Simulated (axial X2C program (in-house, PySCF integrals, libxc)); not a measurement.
# A two-component session on Te₂⁺: EOM-IP-CCSD levels

Aim: EOM-IP-CCSD levels of Te₂⁺, with spin–orbit coupling in the Hamiltonian from the start.

Method: two-component X2C with atomic mean-field terms, Te dyall-cv3z; program: an in-house X2C program for linear molecules on PySCF integrals.

All values are calculated.

## Step 1: Input

File task.json:

```json
{
 "zs": [
  52,
  52
 ],
 "q": 1,
 "bas": [
  "dyall-cv3z",
  "dyall-cv3z"
 ],
 "r0": 2.56,
 "eom": "ip",
 "rq": 0,
 "thr": -1.0,
 "nmax": 95,
 "grid": [
  1,
  0.96,
  1.045,
  0.92,
  1.09,
  1.15
 ]
}
```

Keys: zs atomic numbers; q charge; bas basis sets; r0 starting distance in Å; eom kind of EOM run; thr threshold in hartree for freezing inner shells (an s shell follows its p shell); nmax most natural virtual spinors; grid distances as factors.

Launch:

```
$ python soeom.py task.json out
```

Nuclei are Gaussian, cores are contracted, and the Gaunt term is on.

## Step 2: EOM-IP-CCSD at 2.561 Å

Reference: the closed shell Te₂; 12 electrons correlated, 94 virtual spinors; roots sought by Ω: 1/2: 4, 3/2: 3, 5/2: 1.

Output:

```text
two-component X2C + atomic mean field  HF
basis functions 248  fitting functions 1260  grid points 5804
iter        total energy     max residual
   1     -13576.170254663     2.74e-01
   2     -13576.204494676     5.51e-03
   3     -13576.205303816     2.08e-03
   4     -13576.205419064     1.08e-03
   5     -13576.205441543     2.30e-04
   6     -13576.205444180     1.32e-04
   7     -13576.205444568     3.30e-05
   8     -13576.205444612     1.08e-05
   9     -13576.205444617     3.69e-06
  10     -13576.205444617     6.58e-07
converged
one-electron -19740.03496669  Coulomb 5962.62816212  exact exchange -349.43468188  xc functional 0.00000000  nuclear repulsion 558.72517701  atomic mean-field constant -8.08913518
correlated 12  virtual 296  natural virtual 94  E(MP2) -0.258353060  MP2 remainder -0.008678178
iter   CCSD correlation   residual
   1     -0.261083422   1.47e-01
   2     -0.269979798   6.43e-02
   3     -0.272242360   3.01e-02
   4     -0.272373076   1.42e-02
   5     -0.272417361   6.36e-03
   6     -0.272407939   2.63e-03
   7     -0.272421261   7.98e-04
   8     -0.272419870   2.09e-04
   9     -0.272419075   6.84e-05
  10     -0.272419246   2.05e-05
  11     -0.272419417   6.04e-06
  12     -0.272419460   1.82e-06
  13     -0.272419484   8.01e-07
  14     -0.272419487   4.04e-07
(T) -0.016502531  T1 0.0182  D1 0.0317  max T2 0.159
EOM-IP-CCSD roots
2*Omega      energy/Eh   energy/eV  one-particle weight
    1       0.29466228      8.0182      0.937
    1       0.37141799     10.1068      0.857
    1       0.40652513     11.0621      0.934
    1       0.44658284     12.1521      0.000
    3       0.34754512      9.4572      0.936
    3       0.41105094     11.1853      0.000
    3       0.46474650     12.6464      0.000
    5       0.42432238     11.5464      0.000
```

T1 in the output is the amplitude norm over the root of the electron number; divide by √2 for the Lee–Taylor value.

```csv
Ω,vertical IE (eV),above lowest (cm⁻¹),spinor,weight
1/2,8.018,0,94% Te pπ,0.94
3/2,9.457,11610,96% Te pπ,0.94
1/2,10.107,16850,98% Te pπ,0.86
1/2,11.062,24550,86% Te pσ,0.93
```

Run time: 8.7 s. Hardware: 1 thread of Arm Neoverse V1, shared host; peak memory 0.8 GiB.

## Step 3: EOM-IP-CCSD at 2.459 Å

```csv
Ω,vertical IE (eV),above lowest (cm⁻¹),spinor,weight
1/2,7.907,0,92% Te pπ,0.94
3/2,9.660,14140,94% Te pπ,0.93
1/2,10.338,19610,96% Te pπ,0.86
1/2,11.134,26030,"84% Te pσ, 6% Te sσ",0.93
```

Run time: 10 s. Hardware: 1 thread of Arm Neoverse V1, shared host; peak memory 0.83 GiB.

## Step 4: EOM-IP-CCSD at 2.676 Å

```csv
Ω,vertical IE (eV),above lowest (cm⁻¹),spinor,weight
1/2,8.125,0,94% Te pπ,0.93
3/2,9.269,9230,96% Te pπ,0.94
1/2,9.887,14210,98% Te pπ,0.86
1/2,10.960,22870,88% Te pσ,0.94
```

It took 10 s on 1 thread of Arm Neoverse V1, shared host; peak memory 0.86 GiB.

## Step 5: EOM-IP-CCSD at 2.356 Å

```csv
Ω,vertical IE (eV),above lowest (cm⁻¹),spinor,weight
1/2,7.779,0,90% Te pπ,0.95
3/2,9.902,17120,94% Te pπ,0.93
1/2,10.608,22820,96% Te pπ,0.86
1/2,11.184,27470,"82% Te pσ, 7% Te sσ",0.93
```

Run time: 9.7 s. Hardware: 1 thread of Arm Neoverse V1, shared host; peak memory 0.86 GiB.

## Step 6: EOM-IP-CCSD at 2.792 Å

```csv
Ω,vertical IE (eV),above lowest (cm⁻¹),spinor,weight
1/2,8.213,0,94% Te pπ,0.93
3/2,9.119,7310,96% Te pπ,0.94
1/2,9.704,12030,98% Te pπ,0.86
1/2,10.843,21210,90% Te pσ,0.94
```

It took 10 s on 1 thread of Arm Neoverse V1, shared host; peak memory 0.86 GiB.

## Step 7: EOM-IP-CCSD at 2.945 Å

```csv
Ω,vertical IE (eV),above lowest (cm⁻¹),spinor,weight
1/2,8.306,0,96% Te pπ,0.92
3/2,8.967,5330,98% Te pπ,0.94
1/2,9.510,9710,98% Te pπ,0.86
1/2,10.673,19090,90% Te pσ,0.94
```

Run time: 11 s. Hardware: 1 thread of Arm Neoverse V1, shared host; peak memory 0.86 GiB.

## Step 8: Curves of the states

Energies in eV from the lowest point of the lowest state; states are followed by energy order within each Ω.

```csv
R (Å),(1)Ω=1/2,(1)Ω=3/2,(2)Ω=1/2,(3)Ω=1/2
2.356,0.2686,2.3916,3.0979,3.6739
2.459,0.0157,1.7691,2.4471,3.2430
2.561,0.0000,1.4390,2.0886,3.0439
2.676,0.1657,1.3105,1.9280,3.0015
2.792,0.4492,1.3552,1.9406,3.0793
2.945,0.9183,1.5796,2.1219,3.2851
```

Constants where the minimum is well bracketed (masses 129.906 and 129.906 u):

```csv
state,Te (cm⁻¹),Re (Å),ωe (cm⁻¹)
(1)Ω=1/2,0,2.516,272.1
(3)Ω=1/2,24320,2.651,204.3
```

## Step 9: Summary of results

```
                     quantity                             value
       lowest root at 2.561 Å                 Ω = 1/2, 8.018 eV
next root led by one particle  Ω = 3/2, about 11610 cm⁻¹ higher
          T1 of the reference                             0.013
      lowest state, Re and ωe               2.516 Å, 272.1 cm⁻¹
```

What this shows: Removing an electron from the reference determinant of Te₂ costs 8.02 eV and empties a spinor of 94% Te pπ. Errors of 0.1 to 0.3 eV are usual at this size, and roots led by higher excitations are left out, so the list is incomplete, and low states of that kind can be missing. g and u states are not told apart. T1 or the largest double amplitude of the reference is raised, which lowers the reliability. The bond is 0.063 Å shorter than in the closed-shell reference at CCSD (2.580 Å).
